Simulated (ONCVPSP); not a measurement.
**Pseudopotential generation for Se: ONCV, PBE**

Task: generate the file, and judge it by its errors in other configurations, its logarithmic derivatives, its ghosts and its cutoff.

Method: ONCVPSP 4.0.1.1 (patched build), PBE, scalar-relativistic.

## 1. Starting point

Typed settings, in words:

| Item | Value |
| --- | --- |
| element | selenium (Se, Z = 34) |
| type | optimised norm-conserving Vanderbilt (ONCV) |
| frozen core | [Ar] |
| valence charge | 16 |
| reference configuration | 3d10 4s1.75 4p4.25 |
| partial waves | 4s: rc 1.65 bohr, ncon 4, nbas 7, qcut 5.1 1/bohr, 3 projectors, debl 3.2 Ha; 4p: rc 1.60 bohr, ncon 3, nbas 6, qcut 4.1 1/bohr, 2 projectors, debl 3.7 Ha; 3d: rc 0.90 bohr, ncon 4, nbas 9, qcut 13.7 1/bohr, local |
| local potential | the d channel |
| core correction | not asked for |

## 2. Generation

Se.dat

```
# ATOM AND REFERENCE CONFIGURATION
# atsym  z   nc   nv     iexc    psfile
  Se 34.00    5    3        4      upf
#
#   n    l    f
    1    0    2.00
    2    0    2.00
    2    1    6.00
    3    0    2.00
    3    1    6.00
    3    2   10.00
    4    0    1.75
    4    1    4.25
#
# PSEUDOPOTENTIAL AND OPTIMIZATION
# lmax
    2
#
#   l,   rc,      ep,       ncon, nbas, qcut
    0    1.65    0.00    4    7    5.10
    1    1.60    0.00    3    6    4.10
    2    0.90    0.00    4    9   13.70
#
# LOCAL POTENTIAL
# lloc, lpopt,  rc(5),   dvloc0
    2    5    0.90    0.00
#
# VANDERBILT-KLEINMAN-BYLANDER PROJECTORs
# l, nproj, debl
    0    3    3.20
    1    2    3.70
    2    0    2.90
#
# MODEL CORE CHARGE
# icmod, fcfact, rcfact
    0    0.00    0.00
#
# LOG DERIVATIVE ANALYSIS
# epsh1, epsh2, depsh
   -3.00    5.00    0.02
#
# OUTPUT GRID
# rlmax, drl
    6.00    0.01
#
# TEST CONFIGURATIONS
# ncnf
    4
# nvcnf
#   n    l    f
    3
    3    2   10.00
    4    0    2.00
    4    1    4.00
#
    3
    3    2   10.00
    4    0    2.00
    4    1    3.00
#
    3
    3    2   10.00
    4    0    2.00
    4    1    2.00
#
    3
    3    2    9.00
    4    0    2.00
    4    1    5.00
#
```

The run is started by

```console
oncvpsp.x < Se.dat > Se.out
```

Before running it: what results should come out? Wanted: cutoffs for 1 and 0.1 mHa per electron, occupied waves; bound ghosts; GHOST(+) flags; largest test error; largest phase difference near zero energy, channels read.

**Answer**, as computed:

```
                                                quantity                                          value
  cutoffs for 1 and 0.1 mHa per electron, occupied waves                              173 Ha and 379 Ha
                                            bound ghosts                                s at -217.69 eV
                                          GHOST(+) flags                         s at 365 eV, p at 2 eV
                            largest test error (AE − PS)  +1.1 meV, for 3d10 4s2 4p3 (2 tests unsolved)
largest phase difference near zero energy, channels read                                      3.138 rad
```

In words: It has a bound ghost (s), a state that the atom doesn't have, and that rules the file out. Close by lies the frozen 3s level (-213.9 eV). The worst unpolarised test, 3d10 4s2 4p3, is off by 1.1 meV on 8.1 eV; by total energies transferability rates as very good where solved. Atomic tests can pass in spite of a ghost, since they solve only for the levels asked. Of the tests 2 gave no usable energy difference, which is a warning in itself. The potential is very hard: the looser tolerance needs 173 Ha. At the looser tolerance the 3d wave is the slowest; 4s needs 11 Ha. Of the channels read, p scatters worst near zero energy, by up to 3.14 rad. A step near π is an extra or missing state, not a misfit of shape. The pseudo curves have a pole with no partner nearby in the atom's: p at 0.06 Ha. At positive energy that is a spurious or a displaced resonance. The program also flags highly localised states, GHOST(+) (s, p). These are tests on the free atom; a crystal test is still owed.
